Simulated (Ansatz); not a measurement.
# CH4AlNO2: the cost of one run

Program: Ansatz 0.2.0, Gaussian basis. Level of theory: the settings change from run to run. These are calculated values, not measurements.

## (1) The molecule

The structure was relaxed beforehand with PBE0-D4 in a triple-zeta def2 set.

SMILES `[NH2][Al]([OH])[CH]=O`, 9 atoms, charge 0, spin multiplicity 1.

Atoms are counted from 1 here; the program's logs count them from 0.

Bond lengths: N1–Al2 1.758 Å, N1–H6 1.008 Å, N1–H7 1.006 Å, Al2–O3 1.692 Å, Al2–C4 2.010 Å, O3–H8 0.955 Å, C4–O5 1.213 Å, C4–H9 1.118 Å. Angles: Al2–N1–H6 121.3°, Al2–N1–H7 128.1°, H6–N1–H7 110.6°, N1–Al2–O3 126.1°, N1–Al2–C4 115.1°, O3–Al2–C4 118.8°, Al2–O3–H8 126.8°, Al2–C4–O5 117.1°, Al2–C4–H9 125.0°, O5–C4–H9 118.0°.

## (2) r2SCANh/aug-cc-pVTZ

Set apart from the defaults: multiplicity 3, coordinates scaled by 1.25, D3(BJ) with three-body dispersion, the search for lower states set to full.

in.yaml

```yaml
crystal:
  periodic: [false, false, false]
  atoms:
    - {symbol: N, position_ang: [0.660815, 1.344907, 1.312524]}
    - {symbol: Al, position_ang: [-0.138184, -0.401462, 0.243966]}
    - {symbol: O, position_ang: [-0.833677, -2.192397, 1.128285]}
    - {symbol: C, position_ang: [-0.202337, -0.181809, -2.257746]}
    - {symbol: O, position_ang: [0.305621, 1.118152, -2.849021]}
    - {symbol: H, position_ang: [1.051684, 2.369618, 0.692072]}
    - {symbol: H, position_ang: [0.801913, 1.497102, 2.552300]}
    - {symbol: H, position_ang: [-0.866634, -2.448707, 2.293103]}
    - {symbol: H, position_ang: [-0.668574, -1.163403, -3.136858]}
basis:
  gaussian: {orbitals: aug-cc-pVTZ}
magnetization: {spin_polarized: true, initial_magnetization: 2}
hamiltonian: {xc: {name: r2SCANh}, dispersion: d3bjatm}
scf: {lower_state_search: full}
output: {forces: true}
```

On the command line:

```bash
ansatz run in.yaml --threads 2 --pin off --events-out ev --progress --plain --max-ram 4352MiB
```

**Question.** How long does this run take on 2 threads of Intel Xeon Platinum 8259CL at 2.50GHz, shared host, and how much memory does it need?

About 3.5 min, with a peak of 1.9 GiB.
